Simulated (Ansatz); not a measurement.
A nudged elastic band was laid between two geometries of a periodic cell of 22 atoms, Si16H5Cl (surface Si(111), underside capped with H, adsorbate HCl, already come apart at the first end).

These are results of DFT PBE, scalar-relativistic, plane waves, PAW (Ansatz 0.2.0), not measurements. Settings: PAW set soft_1, cutoff 420 eV, k mesh 2x2x1, gaussian smearing 0.02 eV, no spin polarisation.

| Quantity | Value |
| --- | --- |
| movable images | 5 |
| climbing image | yes |
| spring | 2.0 to 10.0 eV/Å², energy-weighted |
| optimiser | fire |
| start path | IDPP |
| force threshold | 0.05 eV/Å |
| iteration limit | 30 |
| end points | relaxed |
| atoms held | 1 to 8 |

Initial state:

```xyz
22
Lattice="7.6792 0.0000 0.0000 3.8396 6.6504 0.0000 0.0000 0.0000 17.4188" Properties=species:S:1:pos:R:3
H 1.920 1.108 1.000
H 5.759 1.108 1.000
H 3.840 4.434 1.000
H 7.679 4.434 1.000
Si 1.920 1.108 2.500
Si 5.759 1.108 2.500
Si 3.840 4.434 2.500
Si 7.679 4.434 2.500
Si 0.007 2.222 3.221
Si 3.848 2.211 3.288
Si 1.920 5.533 3.252
Si 5.721 5.566 3.359
Si 0.173 2.120 5.556
Si 3.994 2.023 5.641
Si 1.998 5.474 5.604
Si 6.181 5.432 5.795
Si 0.278 -0.211 5.751
Si 4.112 -0.041 6.833
Si 2.102 3.229 6.332
Si 5.908 3.159 6.398
Cl 1.976 3.257 8.429
H -1.735 3.120 7.897
```

Final state:

Only the atoms that move by more than 0.05 Å are listed.
```
Si12 5.755 5.536 3.282
Si13 -0.063 2.197 5.578
Si14 3.693 2.052 5.704
Si15 1.764 5.612 5.637
Si16 5.767 5.649 5.676
Si17 -0.098 -0.014 6.384
Si18 3.791 -0.046 6.824
Si19 1.832 3.373 6.346
Si20 5.601 3.347 5.814
Cl21 1.783 3.334 8.446
H22 -0.066 0.063 7.883
```

(1) Which bonds break or form, and what moves?

(2) Give the energies along the band, and the barrier.

(3) What is the geometry of the highest image?

Answers

(1) Contacts lost: Si20–H22. Contacts made: Si17–H22. The atom that moves furthest is H22, by 3.48 Å.

(2) The run converged. The highest image is number 3 of 0 to 6, 1.92 eV above the first end and 1.91 eV above the last; the last end lies 0.00 eV above the first. By the program's own check the climbing image is of a kind that is not told: the force calls were inconclusive, a negative curvature could not be distinguished from the path's own, the only one lies far off the path, or fixed occupations may fill a level only in part (lowest curvatures found: -7.06 and 0.24 eV/Å²). Limits of this set-up: thin slab, slab without dipole correction, no dispersion correction for a molecule that may bind weakly.

```
image  path coordinate (Å)  energy (eV)  Si20–H22 (Å)  Si17–H22 (Å)
    0                 0.00         0.00          1.50          4.36
    1                 1.12         0.53          1.52          3.29
    2                 1.73         1.36          1.61          2.53
    3                 2.20         1.92          1.94          1.94
    4                 2.67         1.36          2.53          1.61
    5                 3.28         0.51          3.30          1.51
    6                 4.44         0.00          4.35          1.50
```

(3) 
```xyz
22
Lattice="7.6792 0.0000 0.0000 3.8396 6.6504 0.0000 0.0000 0.0000 17.4188" Properties=species:S:1:pos:R:3:forces:R:3
H 1.920 1.108 1.000 0.19 -0.29 -0.12
H 5.759 1.108 1.000 -0.04 -0.03 -0.08
H 3.840 4.434 1.000 0.07 0.03 -0.05
H 7.679 4.434 1.000 -0.16 0.29 -0.12
Si 1.920 1.108 2.500 0.39 -0.46 -0.03
Si 5.759 1.108 2.500 -0.23 -0.15 -0.10
Si 3.840 4.434 2.500 0.01 -0.03 0.57
Si 7.679 4.434 2.500 -0.19 0.53 -0.01
Si 0.020 2.227 3.104 0.00 0.00 0.00
Si 3.836 2.206 3.300 0.00 0.00 -0.01
Si 1.912 5.539 3.296 0.00 0.00 -0.01
Si 5.719 5.515 3.441 0.00 0.00 -0.01
Si 0.249 2.316 5.355 -0.02 0.00 0.00
Si 3.916 1.979 5.666 0.00 0.02 -0.01
Si 1.792 5.659 5.664 0.01 0.01 -0.01
Si 5.793 5.513 5.978 0.01 0.02 -0.02
Si -0.134 0.216 6.291 0.00 0.00 0.01
Si 3.822 -0.060 6.968 0.01 0.02 -0.01
Si 2.112 3.389 6.338 -0.02 0.00 -0.01
Si 5.925 3.014 6.311 -0.01 0.03 0.00
Cl 1.851 3.256 8.417 -0.01 0.00 0.00
H -1.120 1.507 7.354 0.00 0.02 0.01
```

Time of the run: 23 min on 1 thread of Intel(R) Xeon(R) Platinum 8488C (Sapphire Rapids), with other jobs on the host, peak memory 1.5 GiB.
